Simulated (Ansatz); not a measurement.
# Cl2FH3OSi2: up Jacob's ladder to CCSD(T)

One table from this session's results is given with a row withheld; the runs are named, their logs left out.

Method: functionals in def2-TZVPP, the program's frozen cores in correlated methods; program: Ansatz 0.2.0, Gaussian basis.

Plan: PBE-D4, r2SCAN-D4, PBE0-D4, B3LYP-D4, ωB97X-V, ωB97M-V, B2PLYP; CCSD(T)/def2-TZVPP; MP2/def2-QZVPP; extrapolation to the limit.

**The geometry**

The geometry comes from an earlier relaxation with PBE0-D4 in a triple-zeta def2 set; it is a stationary point, not always the lowest conformer.

SMILES `O[Si@H](Cl)[Si@H](F)Cl`, 9 atoms, charge 0, spin multiplicity 1.

Atoms are counted from 1 here; the program's logs count them from 0.

Bond lengths: O1–Si2 1.634 Å, O1–H7 0.959 Å, Si2–Cl3 2.061 Å, Si2–Si4 2.349 Å, Si2–H8 1.477 Å, Si4–F5 1.600 Å, Si4–Cl6 2.046 Å, Si4–H9 1.480 Å. Angles: Si2–O1–H7 118.6°, O1–Si2–Cl3 111.7°, O1–Si2–Si4 111.1°, O1–Si2–H8 106.3°, Cl3–Si2–Si4 105.3°, Cl3–Si2–H8 108.2°, Si4–Si2–H8 114.3°, Si2–Si4–F5 106.8°, Si2–Si4–Cl6 109.7°, Si2–Si4–H9 116.4°, F5–Si4–Cl6 108.0°, F5–Si4–H9 107.7°, Cl6–Si4–H9 107.9°.

Geometry (Å):

```tsv
atom	x (Å)	y (Å)	z (Å)
O1	0.41208	-1.66064	-1.10578
Si2	-0.16858	-0.13516	-1.03028
Cl3	1.03942	1.19202	-2.04428
Si4	-0.21830	0.64205	1.18556
F5	1.15437	0.18404	1.86810
Cl6	-1.75650	-0.25359	2.19490
H7	1.24371	-1.85699	-0.66956
H8	-1.48690	-0.15947	-1.69560
H9	-0.34550	2.10544	1.36584
```

Set-up of the first run:

The input, in.yaml:

```yaml
crystal:
  periodic: [false, false, false]
  atoms:
    - {symbol: O, position_ang: [0.412080, -1.660645, -1.105782]}
    - {symbol: Si, position_ang: [-0.168575, -0.135163, -1.030285]}
    - {symbol: Cl, position_ang: [1.039420, 1.192016, -2.044279]}
    - {symbol: Si, position_ang: [-0.218296, 0.642054, 1.185557]}
    - {symbol: F, position_ang: [1.154365, 0.184045, 1.868104]}
    - {symbol: Cl, position_ang: [-1.756498, -0.253588, 2.194903]}
    - {symbol: H, position_ang: [1.243705, -1.856988, -0.669559]}
    - {symbol: H, position_ang: [-1.486899, -0.159472, -1.695603]}
    - {symbol: H, position_ang: [-0.345502, 2.105442, 1.365843]}
basis:
  gaussian: {orbitals: def2-TZVPP}
hamiltonian: {xc: pbe, dispersion: d4}
output: {forces: true, orbitals: {seedname: orbitals}}
```

Steps of the session up to this table: PBE-D4 (GGA); r2SCAN-D4 (meta-GGA); PBE0-D4 (hybrid); B3LYP-D4 (hybrid); ωB97X-V (range-separated); ωB97M-V (range-separated); B2PLYP (double hybrid); CCSD(T) in def2-TZVPP; MP2 in def2-QZVPP.

One table of the session follows, with a row left open; its other results are not shown here.

| method | atomisation energy (kJ/mol) |
| --- | --- |
| PBE-D4 | 3217.9 |
| r2SCAN-D4 | 3206.3 |
| PBE0-D4 | ? |
| B3LYP-D4 | 3154.8 |
| ωB97X-V | 3211.8 |
| ωB97M-V | 3202.0 |
| B2PLYP | 3133.4 |
| HF/def2-TZVPP | 2338.2 |
| MP2/def2-TZVPP | 3196.4 |
| CCSD/def2-TZVPP | 3039.9 |
| CCSD(T)/def2-TZVPP | 3093.3 |
| MP2/CBS | 3311.7 |
| CCSD(T)/CBS | 3208.6 |

Estimate the missing values for PBE0-D4.

As computed: atomisation energy (kJ/mol): 3160.7. In the column «atomisation energy (kJ/mol)» it lies between B3LYP-D4 (3154.8) and MP2/def2-TZVPP (3196.4).
